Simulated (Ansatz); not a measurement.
Write a Python script for the Python package of Ansatz (0.2.0) that makes a rigid torsion scan of CH₇ClGeSi, SMILES Cl[SiH2][CH2][GeH3]. Use (for the species named): B3LYP, def2-SVP basis, multiplicity 1, D3BJ dispersion.

```xyz
11

Cl   -2.5699    1.8848   -0.7998
Si   -0.7436    1.3304   -0.1070
C    -0.5892   -0.5108   -0.3294
Ge    1.2618   -1.0576    0.3356
H     0.3139    2.0130   -0.8882
H    -0.6184    1.6952    1.3166
H    -0.6215   -0.7714   -1.3857
H    -1.3113   -1.0135    0.2543
H     2.2992   -0.3259   -0.4247
H     1.3170   -0.7008    1.8635
H     1.3275   -2.6005    0.1854
```

`run_torsion.py`
```python
"""Rigid torsion scan of CH7ClGeSi."""

from dataclasses import dataclass

import ansatz
from ase import Atoms


@dataclass
class Options:
    basis_set: str = "def2-SVP"
    functional: str = "b3lyp"
    dispersion: str = "d3bj"
    force_tol: float = 0.02


settings = Options()

atoms = Atoms(["Cl", "Si", "C", "Ge", "H", "H", "H", "H", "H", "H", "H"], positions=[
    (-2.5699, 1.8848, -0.7998),
    (-0.7436, 1.3304, -0.107),
    (-0.5892, -0.5108, -0.3294),
    (1.2618, -1.0576, 0.3356),
    (0.3139, 2.013, -0.8882),
    (-0.6184, 1.6952, 1.3166),
    (-0.6215, -0.7714, -1.3857),
    (-1.3113, -1.0135, 0.2543),
    (2.2992, -0.3259, -0.4247),
    (1.317, -0.7008, 1.8635),
    (1.3275, -2.6005, 0.1854),
])

# relax first, so that the scan starts from a minimum
first = (
    ansatz.Crystal.molecule_from_ase(atoms).calculation()
    .basis(gaussian=settings.basis_set)
    .functional(settings.functional, dispersion=settings.dispersion)
    .relax(force_tolerance=settings.force_tol, max_steps=80)
)
atoms.positions = first.run(threads=1).report["positions_ang"]

start = atoms.get_dihedral(3, 2, 1, 0)
energies = {}
for turn in range(0, 360, 30):
    turned = atoms.copy()
    turned.set_dihedral(3, 2, 1, 0, start + turn, indices=[0, 1, 4, 5])
    model = ansatz.Crystal.molecule_from_ase(turned).calculation()
    model = model.basis(gaussian=settings.basis_set)
    model = model.functional(settings.functional, dispersion=settings.dispersion)
    energies[round((start + turn) % 360)] = model.run(threads=1).report["free_energy_ev"]
floor = min(energies.values())
print("dihedral Ge3-C2-Si1-Cl0 (deg)   E - E(min) (eV)")
for angle, e in sorted(energies.items()):
    print(f"{angle:8d} {(e - floor):14.3f}  " + "#" * int(30 * (e - floor) / max(max(energies.values()) - floor, 1e-9)))
```

```console
$ python run_torsion.py
dihedral Ge3-C2-Si1-Cl0 (deg)   E - E(min) (eV)
       0          0.052  ####################
      30          0.024  #########
      60          0.001
      90          0.045  #################
     120          0.076  #############################
     150          0.040  ###############
     180          0.009  ###
     210          0.041  ################
     240          0.076  ##############################
     270          0.045  #################
     300          0.000
     330          0.024  #########
```

Notes:
- The scan is rigid and the energies are electronic, in a modest basis. With rigid groups the curve can differ much from the relaxed path, the start wasn't checked as a minimum of this torsion, and equivalent turns needn't return to the same energy.
- b3lyp holds the VWN-RPA fit, as in Gaussian; the form of ORCA and Turbomole is b3lyp5.
- Run time: 2.2 min on 1 thread of Arm Neoverse V1 (shared host), peak memory 0.38 GiB.
